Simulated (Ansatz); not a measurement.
# CaHfO: the cost of one run

Method: DFT PBE, scalar-relativistic, plane waves, PAW, in Ansatz 0.2.0.

### 1 Starting point

Symmetry: P6_3/mmc, No. 194, hexagonal system. The conventional cell has a = 4.353 Å, b = 4.353 Å, c = 7.036 Å, α = 90.00°, β = 90.00°, γ = 120.00°. Around Ca (site symmetry -3m) lie 6 Hf at 3.07 Å and 6 O at 3.07 Å and 2 Ca at 3.52 Å. Hf (site symmetry -6m2) is surrounded by 3 O at 2.51 Å. O (site symmetry -6m2) is surrounded by 3 Hf at 2.51 Å and 6 Ca at 3.07 Å.

As a file:

```
CELL_PARAMETERS angstrom
4.35342 0.00000 0.00000
-2.17671 3.77017 0.00000
0.00000 0.00000 7.03584
ATOMIC_POSITIONS crystal
Ca 0.00000 0.00000 0.50000
Ca 0.00000 0.00000 0.00000
Hf 0.33333 0.66667 0.25000
Hf 0.66667 0.33333 0.75000
O 0.33333 0.66667 0.75000
O 0.66667 0.33333 0.25000
```

Recipe of the guess: species swapped into a database cell of DyAlZn (P6_3/mmc, No. 194), with Ca on the Dy sites, Hf on the Al sites and O on the Zn sites. The dimensions are guesses.

### 2 The guess as it stands, on a coarse mesh

Contents of input.yaml:

```yaml
crystal:
  lattice:
    - [4.35341582, 0.0, 0.0]
    - [-2.17670791, 3.77016869, 0.0]
    - [0.0, 0.0, 7.03584165]
  atoms:
    - { symbol: Ca, position: [0.0, 0.0, 0.5] }
    - { symbol: Ca, position: [0.0, 0.0, 0.0] }
    - { symbol: Hf, position: [0.33333333, 0.66666667, 0.25] }
    - { symbol: Hf, position: [0.66666667, 0.33333333, 0.75] }
    - { symbol: O, position: [0.33333333, 0.66666667, 0.75] }
    - { symbol: O, position: [0.66666667, 0.33333333, 0.25] }
basis:
  ecutwfc: 420
kpoints:
  mp_grid: { grid: [6, 6, 4] }
hamiltonian:
  xc: pbe
scf:
  occupations: { method: gaussian, width: 0.1 }
  lower_state_search: "off"
output:
  forces: true
  stress: true
  eigenvalues: true
```

On the command line:

```sh
ansatz run input.yaml --threads 1 --pin off --max-ram 2560MiB --backend cpu --events-out ev --progress --plain --runs-dir out
```

What time and memory should one allow on 1 thread of Arm Neoverse V2, shared host?

About 7.9 s, with a peak of 0.41 GiB.
